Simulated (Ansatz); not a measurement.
# Rb (database structure): how the settings move a single-point run

Question: which choices in the input matter for Rb (database structure)?

Computed with Ansatz 0.2.0 (reference: DFT r2SCAN, plane waves, PAW, scalar-relativistic, no spin polarisation, unless a step's input says otherwise).

2 further runs of the same task are left out: 2 that didn't finish.

## 1. The structure to begin with

The structure is orthorhombic, space group Pnma (No. 62). The conventional cell has a = 5.705 Å, b = 4.612 Å, c = 12.305 Å, α = 90.00°, β = 90.00°, γ = 90.00°. Rb (site symmetry m) has 2 Rb at 3.54 Å as nearest neighbours.

Structure file:

```cif
data_structure
_symmetry_space_group_name_H-M 'P 1'
_symmetry_Int_Tables_number 1
_cell_length_a 5.7052
_cell_length_b 4.6118
_cell_length_c 12.3049
_cell_angle_alpha 90.000
_cell_angle_beta 90.000
_cell_angle_gamma 90.000
_cell_volume 323.76
loop_
_atom_site_label
_atom_site_type_symbol
_atom_site_fract_x
_atom_site_fract_y
_atom_site_fract_z
_atom_site_occupancy
Rb1 Rb 0.04700 0.25000 0.14300 1
Rb2 Rb 0.45300 0.75000 0.64300 1
Rb3 Rb 0.54700 0.25000 0.85700 1
Rb4 Rb 0.95300 0.75000 0.35700 1
```

## 2. The reference run

The input, input.yaml:

```yaml
crystal:
  lattice:
    - [5.70517594, 0.0, 0.0]
    - [0.0, 4.61184954, 0.0]
    - [0.0, 0.0, 12.30489167]
  atoms:
    - { symbol: Rb, position: [0.047, 0.25, 0.143] }
    - { symbol: Rb, position: [0.453, 0.75, 0.643] }
    - { symbol: Rb, position: [0.547, 0.25, 0.857] }
    - { symbol: Rb, position: [0.953, 0.75, 0.357] }
  symmetry: { tolerance: 0.0003 }
kpoints:
  mp_grid: { grid: [3, 4, 2], shift: [0, 0, 0] }
magnetization:
  spin_polarized: false
scf:
  occupations: { method: fermi_dirac }
hamiltonian:
  pseudopotentials: { kind: paw }
  xc: r2scan
basis:
  ecutwfc: 500
output:
  forces: true
  stress: true
  eigenvalues: true
  write_density: true
  write_potential: true
  elf: true
  volumetric_format: npy
```

The run is started by

```console
$ ansatz run input.yaml --threads 1 --pin off --max-ram 2560MiB --backend cpu --events-out ev --progress --plain --runs-dir out
```

## 3. Changing settings: starting moments, mp_grid.grid [4, 5, 2], spin_polarized true

The input, input.yaml:

```yaml
crystal:
  lattice:
    - [5.70517594, 0.0, 0.0]
    - [0.0, 4.61184954, 0.0]
    - [0.0, 0.0, 12.30489167]
  atoms:
    - { symbol: Rb, position: [0.047, 0.25, 0.143], spin: 1.0 }
    - { symbol: Rb, position: [0.453, 0.75, 0.643], spin: 2.0 }
    - { symbol: Rb, position: [0.547, 0.25, 0.857], spin: 2.0 }
    - { symbol: Rb, position: [0.953, 0.75, 0.357], spin: 1.0 }
  symmetry: { tolerance: 0.0003 }
kpoints:
  mp_grid: { grid: [4, 5, 2], shift: [0, 0, 0] }
magnetization:
  spin_polarized: true
scf:
  occupations: { method: fermi_dirac }
hamiltonian:
  pseudopotentials: { kind: paw }
  xc: r2scan
basis:
  ecutwfc: 500
output:
  forces: true
  stress: true
  eigenvalues: true
```

## 4. Changing settings: eigensolver.kind davidson, basis.precision f64

Changes to input.yaml since step 2:

```diff
@@ -17,2 +17,3 @@
   occupations: { method: fermi_dirac }
+  eigensolver: { kind: davidson }
 hamiltonian:
@@ -22,2 +23,3 @@
   ecutwfc: 500
+  precision: f64
 output:
@@ -26,5 +28 @@
   eigenvalues: true
-  write_density: true
-  write_potential: true
-  elf: true
-  volumetric_format: npy
```

Q: Predict the outcome of this session. Wanted: for each run, ending; energy change; pressure; gap; force.

As calculated:

| run | ending | energy change | pressure (GPa) | gap (eV) | force (eV/Å) | cycles | time |
| --- | --- | --- | --- | --- | --- | --- | --- |
| reference | converged | 0 | 1.0 | 0.00 | 0.69 | 9 | 29 s |
| 1: starting moments, mp_grid.grid [4, 5, 2], spin_polarized true | converged | -15.3 meV/atom | 1.0 | 0.00 | 0.71 | 26 | 2.4 min |
| 2: eigensolver.kind davidson, basis.precision f64 | converged | 0.0 meV/atom | 1.0 | 0.00 | 0.69 | 9 | 31 s |

Times don't compare one to one where runs were asked for different outputs or read a saved state (see the inputs); cycles may leave out searches for a lower state.

Residual by cycle in the longest SCF loop of each run; runs are numbered as in the table. The quantity is the density residual dr2, in eV.

| cycle | reference | run 1 | run 2 |
| --- | --- | --- | --- |
| 1 | 0.0419 | 0.293 | 0.0409 |
| 3 | 0.005 | 0.0653 | 0.00521 |
| 6 | 3.7e-6 | 6.7e-4 | 7.6e-6 |
| 8 | 1.1e-7 | 2.3e-4 | 2.8e-7 |
| 10 | - | 9.0e-5 | - |
| 12 | - | 2.1e-6 | - |
| 15 | - | 5.5e-8 | - |
| 17 | - | 2.5e-9 | - |
| 19 | - | 2.5e-10 | - |
| 21 | - | 4.2e-11 | - |
| 24 | - | 6.9e-12 | - |
| 26 | - | 1.3e-11 | - |

Of the converged runs whose energies compare with the reference's, «starting moments, mp_grid.grid [4, 5, 2], spin_polarized true» moves the energy most (-15.3 meV/atom) and «eigensolver.kind davidson, basis.precision f64» least (0.0 meV/atom). Of the variants the dearest is «starting moments, mp_grid.grid [4, 5, 2], spin_polarized true» (2.4 min), the cheapest «eigensolver.kind davidson, basis.precision f64» (31 s), on a shared host.

The reference is no final answer either: its mesh is coarse for a cell with so small a gap or none.
